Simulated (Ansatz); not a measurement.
# La2Co2Si (P-1) in Ansatz: single point with PBE

Aim: the single point of La2Co2Si with PBE.

Program: Ansatz 0.2.0. These are calculated values, not measurements. Logs are shortened: lines on timing, memory, paths and dates and some standing lists are left out, and cuts for length are marked.

## Step 1: The crystal as given

The typed cell holds 5 atoms: a = 3.797 Å, b = 4.193 Å, c = 6.806 Å, α = 90.32°, β = 105.26°, γ = 90.13°.

The cell comes from a database or a generator and needn't be the stable form of this composition.

## Step 2: Single point, PBE, collinear spin, ferromagnetic start

input.yaml reads:

```yaml
crystal:
  lattice:
    - [3.7968886111, 0.0, 0.0]
    - [-0.0093145007, 4.1926277729, 0.0]
    - [-1.7907843603, -0.0418825684, 6.5656096001]
  atoms:
    - { symbol: La, position: [0.859904, 0.994145, 0.748545] }
    - { symbol: La, position: [0.140096, 0.005855, 0.251455] }
    - { symbol: Co, position: [0.704309, 0.509075, 0.395012], spin: 3.5 }
    - { symbol: Co, position: [0.295691, 0.490925, 0.604988], spin: 3.5 }
    - { symbol: Si, position: [0.5, 0.5, 0.0] }
hamiltonian:
  xc: pbe
  pseudopotentials: { kind: paw }
magnetization:
  spin_polarized: true
kpoints:
  mp_grid: { grid: [7, 6, 4] }
scf:
  occupations: { method: fermi_dirac, width: 0.05 }
output:
  forces: true
  stress: true
  eigenvalues: true
  write_density: true
  write_potential: true
  elf: true
  volumetric_format: npy
```

Potentials or basis: Ansatz PAW.

The run is started by

```bash
$ ansatz run input.yaml --threads 2 --pin off --max-ram 5120MiB --backend cpu --events-out ev --progress --plain --runs-dir out
```

What it wrote:

```text
Warning: where an SCF of this run starts from atoms to list the orders of its open shells, Co (sites 2, 3, from 0) starts with 3.00 μB on its 3d shell, in the place of the 3.50 μB that the deck gives it: its open shells can hold no more by Hund's first rule. To start from spheres of the given moment, type scf.initial_density.shell_occupations: []
Warning: RAYON_NUM_THREADS=2 ignored (pool sized by the plan → 2); use --threads N
Engine: ansatz 0.2.0, x86_64-unknown-linux-gnu
Pseudopotentials: kind: paw
Pseudopotential: La, paw, valence charge 11, recommended cutoff 420 eV (normal), La.paw.azcp
Pseudopotential: Co, paw, valence charge 17, recommended cutoff 420 eV (normal), Co.paw.azcp
Pseudopotential: Si, paw, valence charge 4, recommended cutoff 420 eV (normal), Si.paw.azcp
Functional definition: PBE
  parameter kappa = 0.804
  parameter beta = 0.06672455060314922
  exchange = pbe_x(kappa = kappa, mu = beta*pi^2/3)
  correlation = pbe_c(beta = beta)
Crystal: 5 atoms, lattice volume = 104.518 Å³
Basis set: ecut = 420 eV, 2045 PW (Γ), exchange–correlation on 54×60×96 points (8 copies of the dense FFT grid, shifted against one another)
Bands: 41, of which v1, the nominal top of the filled ones, is band 30 counted from 1 (29 counted from 0)
Symmetry: 2 space group operations
Space group: P-1 (ITA 2), of the structure as read, at distance tolerance 4.7e-5 Å
Magnetic group: BNS 2.4 (UNI 4), of the structure as read, at distance tolerance 4.7e-5 Å
k-points: 86 of 168
Non-local potential: La, projectors of the file, l = 0: 3, l = 1: 2, l = 2: 2, l = 3: 3
Non-local potential: Co, projectors of the file, l = 0: 3, l = 1: 2, l = 2: 3, l = 3: 1
Non-local potential: Si, projectors of the file, l = 0: 2, l = 1: 2, l = 2: 2
PAW form: soft (Blöchl's): semilocal exchange-correlation on the pseudo side does not see the compensation charge
PAW one-centre angular grid: La, 590 points (default); XC on 64 Gauss nodes
PAW one-centre angular grid: Co, 590 points (default); XC on 64 Gauss nodes
PAW one-centre angular grid: Si, 110 points (default); XC on 64 Gauss nodes
Initial density: superposition of atomic densities (chi_scale 0.1, normalization cell, long waves kept (reshape's long-wave potential 0.02 eV rms))
Starting moments: Σ|m| = 7 μB on 2 of 5 sites
Initial wavefunctions: pseudopotential atomic-orbital guess
Functional: x = pbe(κ = 0.804, μ = 0.2195149727645171), c = pbe(β = 0.06672455060314922)
SCF iter   1: F=—  HF=-23392.935741 eV  |F-HF|=—  |Δ(HF+E_count)|=         —  Δρ=1.45e-1 (↑1.45e-1 ↓3.35e-2)  dr2=2.35e1  dr2_m=3.52e0  M=3.262 μB ∫|m|=4.381 μB  β_m=0.30  ethr=3.10e-3  ⟨swp⟩=6.4  Hψ=31525  notcnv=0
Mixer restart at iter 1: flushing history
preconditioner: auto → Kerker (q_TF=auto, 2.487 Å⁻¹)  [metal: Δε(μ)=0.001 eV  Ē_g=8.264 eV  σ=0.050 eV  W_gap=0.01  n_scr=30 (ndim 8)  ℏωp=23.0 eV  f_vac=0.000  D(μ)=5.24/eV (n_scr^D=46)]
spin=Collinear: Kerker preconditioning applied to the charge; magnetization (m = ρ↑ − ρ↓) channel mixes plain (no charge-response kernel on spin).
SCF iter   2: F=—  HF=-23387.024479 eV  |F-HF|=—  |Δ(HF+E_count)|=    5.91e0  Δρ=5.67e-2 (↑4.23e-2 ↓5.67e-2)  dr2=3.30e-1  dr2_m=2.24e0  M=3.090 μB ∫|m|=3.970 μB  β_m=0.33  ethr=3.10e-3  ⟨swp⟩=4.3  Hψ=19199  notcnv=0  defer=444
SCF iter   3: F=—  HF=-23387.787418 eV  |F-HF|=—  |Δ(HF+E_count)|=   7.63e-1  Δρ=5.05e-2 (↑3.76e-2 ↓5.05e-2)  dr2=2.32e-1  dr2_m=1.81e0  M=2.753 μB ∫|m|=3.698 μB  β_m=0.21  ethr=5.49e-4  ⟨swp⟩=3.5  Hψ=14119  notcnv=0  defer=438
SCF iter   4: F=—  HF=-23388.543032 eV  |F-HF|=—  |Δ(HF+E_count)|=   7.56e-1  Δρ=4.57e-2 (↑2.76e-2 ↓4.57e-2)  dr2=4.00e-1  dr2_m=1.26e0  M=2.426 μB ∫|m|=3.390 μB  β_m=0.42  ethr=3.87e-4  ⟨swp⟩=3.7  Hψ=12410  notcnv=0  defer=438
SCF iter   5: F=—  HF=-23389.653664 eV  |F-HF|=—  |Δ(HF+E_count)|=    1.11e0  Δρ=2.63e-2 (↑2.63e-2 ↓4.80e-3)  dr2=4.18e-1  dr2_m=1.90e-1  M=1.874 μB ∫|m|=2.863 μB  β_m=0.92  ethr=3.87e-4  ⟨swp⟩=5.5  Hψ=18905  notcnv=0  defer=449
SCF iter   6: F=—  HF=-23389.584430 eV  |F-HF|=—  |Δ(HF+E_count)|=   6.92e-2  Δρ=9.02e-3 (↑9.02e-3 ↓4.61e-3)  dr2=2.41e-2  dr2_m=4.03e-2  M=1.361 μB ∫|m|=2.334 μB  β_m=0.96  ethr=3.87e-4  ⟨swp⟩=3.2  Hψ=12629  notcnv=0  defer=482
SCF iter   7: F=—  HF=-23389.580409 eV  |F-HF|=—  |Δ(HF+E_count)|=   4.02e-3  Δρ=6.50e-3 (↑6.50e-3 ↓3.33e-3)  dr2=9.04e-2  dr2_m=3.14e-3  M=1.146 μB ∫|m|=2.043 μB  β_m=0.98  ethr=4.02e-5  ⟨swp⟩=2.5  Hψ=13447  notcnv=0  defer=482
SCF iter   8: F=—  HF=-23389.591129 eV  |F-HF|=—  |Δ(HF+E_count)|=   1.07e-2  Δρ=1.90e-3 (↑1.90e-3 ↓6.76e-4)  dr2=4.90e-3  dr2_m=8.13e-4  M=1.121 μB ∫|m|=1.958 μB  β_m=0.99  ethr=4.02e-5  ⟨swp⟩=2.4  Hψ=11857  notcnv=0  defer=497
SCF iter   9: F=—  HF=-23389.592152 eV  |F-HF|=—  |Δ(HF+E_count)|=   1.02e-3  Δρ=8.72e-4 (↑8.72e-4 ↓7.88e-4)  dr2=7.90e-5  dr2_m=6.44e-4  M=1.080 μB ∫|m|=1.876 μB  β_m=0.99  ethr=8.16e-6  ⟨swp⟩=2.2  Hψ=10481  notcnv=0  defer=493
SCF iter  10: F=—  HF=-23389.592170 eV  |F-HF|=—  |Δ(HF+E_count)|=   1.81e-5  Δρ=2.49e-4 (↑2.49e-4 ↓2.44e-4)  dr2=1.88e-4  dr2_m=6.17e-6  M=1.041 μB ∫|m|=1.808 μB  β_m=1.00  ethr=1.32e-7  ⟨swp⟩=2.7  Hψ=13758  notcnv=0  defer=489
SCF iter  11: F=—  HF=-23389.592190 eV  |F-HF|=—  |Δ(HF+E_count)|=   2.02e-5  Δρ=9.46e-5 (↑9.46e-5 ↓8.31e-5)  dr2=2.52e-5  dr2_m=1.54e-7  M=1.042 μB ∫|m|=1.805 μB  β_m=0.98  ethr=1.32e-7  ⟨swp⟩=2.0  Hψ=9066  notcnv=0  defer=489
SCF iter  12: F=—  HF=-23389.592185 eV  |F-HF|=—  |Δ(HF+E_count)|=   4.82e-6  Δρ=4.24e-5 (↑1.33e-5 ↓4.24e-5)  dr2=2.38e-6  dr2_m=2.32e-7  M=1.042 μB ∫|m|=1.803 μB  β_m=0.97  ethr=4.20e-8  ⟨swp⟩=2.0  Hψ=10013  notcnv=0  defer=489
SCF iter  13: F=—  HF=-23389.592185 eV  |F-HF|=—  |Δ(HF+E_count)|=   6.80e-9  Δρ=8.89e-6 (↑8.89e-6 ↓7.18e-6)  dr2=2.40e-7  dr2_m=2.49e-9  M=1.041 μB ∫|m|=1.802 μB  β_m=0.91  ethr=3.97e-9  ⟨swp⟩=2.0  Hψ=11935  notcnv=0  defer=489
SCF iter  14: F=—  HF=-23389.592185 eV  |F-HF|=—  |Δ(HF+E_count)|=   5.87e-9  Δρ=2.00e-6 (↑1.17e-6 ↓2.00e-6)  dr2=1.03e-8  dr2_m=3.88e-10  M=1.041 μB ∫|m|=1.801 μB  β_m=0.88  ethr=4.00e-10  ⟨swp⟩=1.7  Hψ=8387  notcnv=0  defer=489
SCF iter  15: F=-23389.592185 eV  HF=-23389.592185 eV  |F-HF|=2.87e-10  |Δ(HF+E_count)|=  1.86e-10  Δρ=3.70e-7 (↑2.68e-7 ↓3.70e-7)  dr2=3.68e-10  dr2_m=7.34e-12  M=1.041 μB ∫|m|=1.801 μB  ethr=1.72e-11  ⟨swp⟩=16.9  Hψ=53079  notcnv=0
SCF 1 converged in 15 iterations: F = -23389.592185 eV  dr2 = 3.68e-10
SCF converged after 15 iterations
Magnetization: 1.0406 μB (30.5203 up, 29.4797 down)
Absolute magnetization: 1.8021 μB (∫|ρ↑−ρ↓|, with the PAW one-centre terms)
Spin contamination: 0.1373 ħ² per cell (⟨S²⟩ above its minimum at these occupations)
Per-site moments (μB) at R_I (Å): [(-0.056556749943186366, 1.2252656010809262), (-0.05655674994318623, 1.2252656010809262), (0.6847220088862799, 0.9588341528330593), (0.6847220088862798, 0.9588341528330593), (-0.008304887231049397, 1.070223893687694)]
Free energy (F): -23389.592185 eV
Harris-Foulkes:  -23389.592185 eV  (|F-HF|=2.87e-10)
Internal energy: -23389.545832 eV  (E = F + TS)
E sigma→0 (E₀):  -23389.569009 eV
Entropy (-TS):   -0.046353 eV (-9.271 meV/atom)
Fermi energy:    12.891291 eV
--- Per-component energies (eV) ---
  E_band       = -675.644362
  E_kinetic    = 1340.168037
  E_local      = -9934.625960  (includes V_loc(G=0)·N_el)
  E_nonlocal   = 1131.439905
  E_hartree    = 4330.520986
  E_xc         = -652.090362
  E_vxc        = -752.540140  (∫ρ·V_xc dr)
  E_paw        = -14383.427434  (= ΣΔE_a)
  E_vpaw       = -1121.130331  (= ΣTr[D̂ρ^β])
  E_aug_tail   = 0.000182  (compensation charges beyond the density's cutoff)
  E_ewald      = -5221.531185
  E_smearing   = -0.046353  (= −TS)
  E_closure    = 0.000000  (closes the sum)
  Σ components = -23389.592185   (vs F -23389.592185, Δ=0.00e0)
--- Forces (eV/Å), atoms counted from 1 ---
  atom   1  La     0.13529627     0.04867540     0.01689989
  atom   2  La    -0.13529627    -0.04867540    -0.01689989
  atom   3  Co    -0.13925824    -0.09479034    -0.03373945
  atom   4  Co     0.13925824     0.09479034     0.03373945
  atom   5  Si     0.00000000     0.00000000     0.00000000
  max |Σ_I F_I| component: 0.00e0 eV/Å
--- Stress (GPa, compression-positive) ---
        0.068297       0.053349      -0.416570
        0.053349      -0.951500       0.048647
       -0.416570       0.048648      -1.729313
  P = ⅓ Tr σ = -0.8708 GPa (-8.708 kbar)
--- Band table (eV; the first three rows and the last of 172) ---
  k-point 0 ↑: bands = ["-81.9817", "-81.9430", "-45.4786", "-45.4277", "-45.3537", "-45.2762", "-45.0303", "-44.9979", "-19.3127", "-19.1135", "-4.0030", "-2.9566", "-2.7278", "-2.6938", "-2.6859", "-2.4025", "4.9978", "9.3545", "9.4617", "9.9398", "10.2776", "10.5407", "10.6101", "10.6708", "11.1516", "11.7868", "11.9545", "12.0118", "12.3112", "12.7972", "13.2390", "13.3794", "13.6435", "14.3439", "14.7284", "15.0593", "15.2930", "15.3539", "15.3651", "15.4472", "15.5134"]
  k-point 1 ↑: bands = ["-81.9817", "-81.9430", "-45.4786", "-45.4277", "-45.3538", "-45.2762", "-45.0303", "-44.9979", "-19.2883", "-19.1394", "-3.8213", "-2.9280", "-2.7794", "-2.7587", "-2.6433", "-2.5964", "5.1422", "8.3756", "9.9033", "10.2275", "10.5087", "10.5963", "10.6315", "10.7857", "11.0507", "11.7578", "11.9575", "12.0769", "12.5977", "12.6382", "13.4101", "13.4412", "13.5218", "14.3996", "14.6639", "14.9816", "15.1548", "15.2780", "15.3836", "15.4723", "15.4970"]
  k-point 2 ↑: bands = ["-81.9817", "-81.9430", "-45.4786", "-45.4277", "-45.3538", "-45.2761", "-45.0303", "-44.9979", "-19.2490", "-19.1802", "-3.5080", "-3.0143", "-2.8801", "-2.8131", "-2.8080", "-2.5595", "5.3040", "7.9148", "9.8699", "10.4113", "10.4844", "10.6297", "10.8170", "10.9666", "11.0650", "11.7136", "11.9616", "12.1468", "12.3710", "12.9987", "13.3481", "13.5493", "13.7399", "14.4948", "14.5420", "14.9029", "15.1032", "15.2364", "15.3738", "15.4521", "15.4822"]
  k-point 85 ↓: bands = ["-81.1507", "-81.1407", "-44.6118", "-44.5627", "-44.4311", "-44.4096", "-44.3884", "-44.3802", "-19.2587", "-19.1123", "-3.8275", "-3.4994", "-3.3766", "-2.9794", "-2.8099", "-2.5511", "6.0992", "9.6692", "10.1162", "10.1713", "10.7901", "10.9660", "11.1433", "11.5647", "11.6352", "11.8262", "12.0362", "12.3334", "12.4977", "12.9614", "13.1209", "13.1616", "14.0269", "14.4808", "14.6563", "15.1210", "15.2033", "15.2519", "15.3685", "15.4452", "15.5054"]
```

Wall time 85 s (2 threads of Intel Xeon at 2.70GHz, shared host); peak memory 0.83 GiB.

Results:

```yaml
Free_energy: -23389.5922 eV
Pressure: -0.9 GPa
Largest_force: 0.172 eV/Å
Band_gap_on_the_k_mesh: none (metal or under the smearing width)
Net_moment: 1.04 μB per cell
Absolute_moment: 1.80 μB per cell
Site_moments: La -0.06; Co +0.68; Si -0.01 μB
```

Forces on the atoms (eV/Å):
```
La   0.135  0.049  0.017
La  -0.135 -0.049 -0.017
Co  -0.139 -0.095 -0.034
Co   0.139  0.095  0.034
Si   0.000  0.000  0.000
```

The run has no spin-orbit coupling, so splittings on La are missing.
